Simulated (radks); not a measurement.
**Taking charge from the 4p level of In⁺ in fractions**

An exercise on one series of results from a longer session: the logs are not shown, and one member is left open.

Method: scalar-relativistic Kohn-Sham, BLYP, spin-polarised, spherical densities, finite nucleus. Code: radks (a radial shooting solver on a logarithmic mesh, Libxc functionals) version 1.

## The atom as given

| Property | Result |
| --- | --- |
| element | indium (Z = 49) |
| charge | +1 |
| electrons | 48 |
| configuration | [Ar] 3d10 4s2 4p(up 3, down 3) 4d10 5s2 |
| nuclear rms radius | 4.6156 fm |

A shell typed twice in an input gives spin up, then spin down.

Set-up of the first run:

Settings of this run:

```text
Z 49
configuration [Ar] 3d10 4s2 4p3 4p3 4d10 5s2
relativity scalar-relativistic
functional b88,lyp
spin polarised
nucleus finite rms 4.6156 fm
c 137.035999084
```

Steps of the session up to this table: Start: [Ar] 3d10 4s2 4p(up 3, down 3) 4d10 5s2.

One of the session's tables, all rows but one given; the rest of the session is left out.

From the orbitals of this run (lengths in bohr):

```
level     <r>  outermost maximum (interpolated)  90 % within  nodes
   2p  0.1122                            0.0869        0.183      0
   3s       ?                                 ?            ?      ?
   3p  0.3472                             0.309        0.522      1
   3d  0.3244                             0.258        0.512      0
   4s  0.8476                             0.769         1.23      3
   4p  0.9216                             0.815         1.36      2
   4d   1.180                             0.931         1.86      1
   5s   2.487                              2.11         3.68      4
```

**Question.** Estimate the row for 3s.

The run gave: <r>: 0.3487; outermost maximum (interpolated): 0.316; 90 % within: 0.513; nodes: 2. In the column «<r>» it lies between 3p (0.3472) and 4s (0.8476).
